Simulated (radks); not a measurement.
# Nuclear size and the levels of Er

One table from this session's results is given with a row withheld; the runs are named, their logs left out.

The numbers are computed with radks (a radial shooting solver on a logarithmic mesh, Libxc functionals) version 1 (Dirac Kohn-Sham, exchange-only LDA, spin-unpolarised, spherical densities, finite nucleus; open shells are shared between the two j in proportion to 2j + 1), except any that are marked as measured or tabulated.

**The atom as given**

| Property | Result |
| --- | --- |
| element | erbium (Z = 68) |
| charge | 0 |
| electrons | 68 |
| configuration | [Xe] 4f12 6s2 |
| nuclear rms radius | 5.2516 fm |

Outer shells as boxes (Hund's rule):

Er
```
[Xe] core
4f [↑↓][↑↓][↑↓][↑↓][↑↓][↑ ][↑ ]
6s [↑↓]
```

The first run:

Settings of this run:

```text
Z 68
configuration [Xe] 4f12 6s2 5d0 6p0
relativity Dirac
functional lda,
spin unpolarised
j_filling average
nucleus finite rms 5.2516 fm
c 137.035999084
```

Among the steps run: rms radius 5.2516 fm.

One of the session's tables, all rows but one given; the rest of the session is left out.

It belongs to the step «rms radius 5.2516 fm». From the orbitals of this run (lengths in bohr):

| level | <r> | outermost maximum (interpolated) | 90 % within | nodes |
| --- | --- | --- | --- | --- |
| 5p3/2 | 1.539 | 1.31 | 2.29 | 3 |
| 6s1/2 | 4.077 | 3.35 | 6.13 | 5 |
| 4f5/2 | 0.8241 | 0.506 | 1.44 | 0 |
| 4f7/2 | 0.8503 | 0.511 | 1.50 | 0 |
| 6p1/2 | ? | ? | ? | ? |
| 6p3/2 | 6.672 | 5.14 | 10.5 | 4 |
| 5d3/2 | 3.968 | 2.12 | 7.18 | 2 |
| 5d5/2 | 4.436 | 2.24 | 8.13 | 2 |

**Question.** Estimate the row for 6p1/2.

**Answer.** <r>: 6.045; outermost maximum (interpolated): 4.69; 90 % within: 9.44; nodes: 4. In the column «<r>» it lies between 5d5/2 (4.436) and 6p3/2 (6.672).
